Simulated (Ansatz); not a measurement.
Predict the output of the script below (Ansatz 0.2.0 through its Python package).

The script reads `hftib4.vasp`:
```text
HfTiB4
1.0
   3.08361449    0.00000000    0.00000000
  -1.54180725    2.67048849    0.00000000
   0.00000000    0.00000000    6.70562350
Hf Ti B
1 1 4
Direct
   0.00000000    0.00000000    0.00000000
   0.00000000    0.00000000    0.50000000
   0.33333333    0.66666667    0.73774858
   0.33333333    0.66666667    0.26225142
   0.66666667    0.33333333    0.73774858
   0.66666667    0.33333333    0.26225142
```

`run_edit.py`:
```python
import ansatz as az
from ase.io import read


def main() -> None:
    atoms = read("hftib4.vasp", format="vasp")
    structure = az.Crystal.from_ase(atoms)

    calc = (
        structure.calculation()
        .pseudopotentials("paw")
        .occupations("Fermi-Dirac", width=150 * az.meV)
        .functional("pbesol")
        .kpoints(9, 9, 4)
        .band_table()
    )
    typed = calc.input()
    rows = []
    for value in [2, 5, 10]:
        edited = typed.set(az.key.scf.mixing.ndim, value)
        summary = az.Session.from_dict(edited).plan().execute().report
        rows.append((value, summary["free_energy_ev"], summary["n_iterations"], len(summary["eigenvalues_ev"][0]) if "eigenvalues_ev" in summary else 0))
    lines = [",".join(["history", "F eV", "iterations", "bands listed"])] + [",".join(f"{v:.4f}" if isinstance(v, float) else str(v) for v in row) for row in rows]
    print("\n".join(lines))
    with open("edit.csv", "w") as handle:
        handle.write("\n".join(lines) + "\n")


if __name__ == "__main__":
    main()
```

```console
$ python run_edit.py
DeckWarning: basis.ecutwfc = 420 eV, auto-derived from the records' recommended cutoffs: set by Hf (normal level)
history,F eV,iterations,bands listed
2,-18689.1590,10,32
5,-18689.1590,7,32
10,-18689.1590,7,32
```
(Warnings from the package without file and line, repeats left out.)

Notes:
- Total energies depend on the potentials; only differences at equal settings carry meaning. A total without «per atom» is that of the whole cell that was run.
- For a metal this k-point mesh is coarse: on a finer one energies can move by several to tens of meV an atom and pressures by half a GPa or more, differences at one mesh by less.
- Spin-orbit coupling, which matters for elements this heavy, is left out.
- The structure comes from a database of computed cells and needn't be a stable or known phase.
- Finished in 15 s on 1 thread of Intel(R) Xeon(R) Platinum 8175M CPU @ 2.50GHz (Skylake/Cascade Lake) (shared host), peak memory 0.52 GiB.
